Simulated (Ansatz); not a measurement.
**SiAsH₄ (quartet): from Hartree-Fock to the top rungs, cc-pVTZ**

The task here is to estimate one member of a computed series from the others.

The runs use Ansatz 0.2.0, Gaussian basis; cc-pVTZ, core rule «outside noble gas», up to 19 orbitals frozen.

Plan: UHF; CCSD(T) on ROHF; CCSD(T) on UHF; BCCD(T) on ROHF; CCSDT(Q) on ROHF; CCSDT(Q) on UHF; CASSCF and NEVPT2, 13 electrons in 12 orbitals.

5 further runs of the same task are left out: 5 set aside as unsound or not needed.

### The geometry

The geometry is a PBE0/def2-TZVP stationary point (not a proven minimum) of the parent state, kept for this charge and spin. No spin-orbit coupling is included. The filled d shell of As may be among the frozen orbitals whatever the setting's name suggests; the logs give the count.

6 atoms, charge 0, spin multiplicity 4.

Atoms are counted from 1 here; the program's logs count them from 0.

Bond lengths: Si1–As2 2.356 Å, Si1–H3 1.492 Å, Si1–H4 1.492 Å, As2–H5 1.521 Å, As2–H6 1.521 Å. Angles: As2–Si1–H3 109.0°, As2–Si1–H4 109.0°, H3–Si1–H4 108.3°, Si1–As2–H5 93.9°, Si1–As2–H6 93.9°, H5–As2–H6 93.1°.

Set-up of the first run:

Input file in.yaml:

```yaml
crystal:
  periodic: [false, false, false]
  atoms:
    - {symbol: Si, position_ang: [-0.124629, 0.000001, 1.681959]}
    - {symbol: As, position_ang: [0.057778, 0.000000, -0.667422]}
    - {symbol: H, position_ang: [0.561776, -1.209969, 2.222531]}
    - {symbol: H, position_ang: [0.561775, 1.209971, 2.222530]}
    - {symbol: H, position_ang: [-0.972792, -1.104005, -0.850585]}
    - {symbol: H, position_ang: [-0.972793, 1.104003, -0.850586]}
basis:
  gaussian: {orbitals: cc-pVTZ}
magnetization: {spin_polarized: true, initial_magnetization: 3}
hamiltonian: {xc: hf}
output: {orbitals: {seedname: orbitals}}
```

Run with:

```sh
$ ansatz run in.yaml --threads 1 --pin off --events-out ev --progress --plain --max-ram 4096MiB --backend cpu
```

Among the steps run: UHF; CCSD(T) on ROHF; CCSD(T) on UHF; BCCD(T) on ROHF; CCSDT(Q) on ROHF; CCSDT(Q) on UHF; CASSCF and NEVPT2, 13 electrons in 12 orbitals.

One of the session's tables, all rows but one given; the rest of the session is left out.

```
        method  from UCCSDT(Q) (kcal/mol)
          ROHF                    +184.41
           UHF                    +180.08
          RMP2                     +35.32
          UMP2                     +35.53
         RCCSD                      +8.14
         UCCSD                      +7.91
      RCCSD(T)                      +1.65
      UCCSD(T)                      +1.53
       BCCD(T)                      +1.62
        RCCSDT                          ?
        UCCSDT                      +0.31
     RCCSDT(Q)                      +0.16
     UCCSDT(Q)                          0
CASSCF valence                    +144.88
NEVPT2 valence                     +37.41
```

Estimate the missing values for RCCSDT.

The run gave: from UCCSDT(Q) (kcal/mol): +0.46. In the column «from UCCSDT(Q) (kcal/mol)» it lies between UCCSDT (+0.31) and UCCSD(T) (+1.53).

To keep in mind: Restricted and unrestricted rows rest on different reference determinants; where their highest levels disagree by more than a few hundredths of an eV, they describe different states and don't form one ladder.
